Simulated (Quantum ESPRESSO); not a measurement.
MnPt2, 3 atoms in the cell. The structure is trigonal, space group P-3m1 (No. 164). Conventional cell: a = 2.858 Å, b = 2.858 Å, c = 6.533 Å, α = 90.00°, β = 90.00°, γ = 120.00°. Pt (site symmetry 3m) has 3 Mn at 2.64 Å and 9 Pt at 2.86 to 2.91 Å as nearest neighbours. Around Mn (site symmetry -3m) lie 6 Pt at 2.64 Å and 6 Mn at 2.86 Å. The cell comes from a database or a generator and needn't be the stable form of this composition.

```yaml
Program: Quantum ESPRESSO 7.5
Task: relaxation of cell and atoms
Functional: PBEsol
Potentials_or_basis: GBRV 1.5 PBEsol
Cutoff: 707 eV
Density_cutoff: 5633 eV
k_mesh: 6 × 6 × 2
Occupations: fermi-dirac, width 0.05 eV
Spin: collinear spin, ferromagnetic start
Starting_moments: "[0.0, 0.0, 4.0] μB"
Target_pressure: 2 GPa
Mixing_beta: 0.3
Most_SCF_iterations: 120
SCF_threshold: 6e-10 Ry
Most_ionic_steps: 40
Forc_conv_thr: 0.0004 Ry/bohr
Etot_conv_thr: 1e-05 Ry
Ion_dynamics: bfgs
Cell_dynamics: bfgs
Press_conv_thr: 0.3 kbar
```

Potentials or basis: GBRV 1.5 PBEsol.

Command:

```bash
$ OMP_NUM_THREADS=1 mpirun -n 2 pw.x -nk 2 -in pw.in > pw.out
```

Hardware: 2 MPI ranks on Arm Neoverse V2, on a shared host.

**Question.** Estimate the wall time of this run.

**Answer.** It took 3.1 min on 2 MPI ranks on Arm Neoverse V2, on a shared host, peak memory 0.32 GiB a rank. Counts: scf iterations 114, k pools 2, bands 36, ion steps 8, k points 14, g dense 44461.
